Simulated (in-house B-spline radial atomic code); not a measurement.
# Ba⁴⁷⁺: excited configurations

Aim: the energies of several excited configurations of Ba⁴⁷⁺ above a reference configuration, each from its own self-consistent run.

Method: Dirac-Hartree-Fock, average of configuration, Fermi nucleus, basis-set limit. Code: in-house B-spline radial atomic code version 1.

## Step 1: The atom as given

```
element       : barium (Z = 56)
charge        : +47
electrons     : 9
configuration : [He] 2s2 2p5
Hamiltonian   : Dirac-Coulomb
nucleus       : Fermi, rms radius 4.838 fm
```

The outer shells:

[He] 2s2 2p5
```
[He] core
2s [↑↓]
2p [↑↓][↑↓][↑ ]
```

The boxes draw the filling by Hund's rule, which heavy ions in jj coupling don't follow; these runs average over all states of the configuration.

Input settings:

```ini
Z = 56
electrons = 9.0
configuration = [He] 2s2 2p5
hamiltonian = dirac
method = hf
spin_polarised = False
nucleus = fermi
rms_radius = 4.8378
mass_number = 138
atomic_mass = 137.905247059
speed_of_light = 137.035999084
```

The reference is known from an earlier run: -5710.211868 hartree in all. Up to eight levels, counted from the top:

```csv
orbital,occupation,energy (eV),<r> (bohr)
1s1/2,2,-41220.8,0.02553
2s1/2,2,-9275.77,0.1064
2p1/2,1.66667,-8991.85,0.08930
2p3/2,3.33333,-8586.52,0.09483
```

## Step 2: Run with [He] 2s1 2p5 3s1

Input settings:

```ini
Z = 56
electrons = 9.0
configuration = [He] 2s1 2p5 3s1
hamiltonian = dirac
method = hf
spin_polarised = False
nucleus = fermi
rms_radius = 4.8378
mass_number = 138
atomic_mass = 137.905247059
speed_of_light = 137.035999084
```

## Step 3: Run with [He] 2s1 2p5 6d1

Changes to the settings of step 2:

```diff
@@ -2,3 +2,3 @@
 electrons = 9.0
-configuration = [He] 2s1 2p5 3s1
+configuration = [He] 2s1 2p5 6d1
 hamiltonian = dirac
```

## Step 4: Run with [He] 2s1 2p5 4f1

Changes to the settings of step 3:

```diff
@@ -2,3 +2,3 @@
 electrons = 9.0
-configuration = [He] 2s1 2p5 6d1
+configuration = [He] 2s1 2p5 4f1
 hamiltonian = dirac
```

## Step 5: [He] 2s2 2p4 4d1

Changes to the settings of step 4:

```diff
@@ -2,3 +2,3 @@
 electrons = 9.0
-configuration = [He] 2s1 2p5 4f1
+configuration = [He] 2s2 2p4 4d1
 hamiltonian = dirac
```

## Step 6: [He] 2s1 2p6

Changes to the settings of step 5:

```diff
@@ -2,3 +2,3 @@
 electrons = 9.0
-configuration = [He] 2s2 2p4 4d1
+configuration = [He] 2s1 2p6
 hamiltonian = dirac
```

How far above the reference does each configuration lie (order and size, in eV)?

**Answer**, as computed:

| net move | configuration | energy above the reference (eV) | with Breit, QED, recoil (eV) | largest <r> (bohr) |
| --- | --- | --- | --- | --- |
| 2s → 2p | [He] 2s1 2p6 | 588.29 | 584.50 | 0.106 |
| 2s → 3s | [He] 2s1 2p5 3s1 | 5386.17 | 5374.44 | 0.258 |
| 2p → 4d | [He] 2s2 2p4 4d1 | 6721.55 | 6710.53 | 0.428 |
| 2s → 4f | [He] 2s1 2p5 4f1 | 7306.37 | 7290.81 | 0.373 |
| 2s → 6d | [He] 2s1 2p5 6d1 | 8390.86 | 8375.36 | 1.05 |

Quantum defects of the promoted electron, δ = n − ζ/√(−2ε) with ζ = 48 and ε its orbital energy in hartree:

| promotion | δ |
| --- | --- |
| 2s → 3s | 0.330 |
| 2p → 4d | 0.038 |
| 2s → 4f | 0.008 |
| 2s → 6d | 0.041 |

At the bottom stands 2s → 2p (588.29 eV), at the top 2s → 6d (8390.86 eV). Of those tabulated, the defect is largest for 3s (0.33) and least for 4f (0.01); at this charge much of the defect is relativistic. Two partly filled shells share a symmetry and can mix in the average, which may lower the energy, for: 2s → 3s. These are averages over configurations, without correlation, not spectroscopic levels.
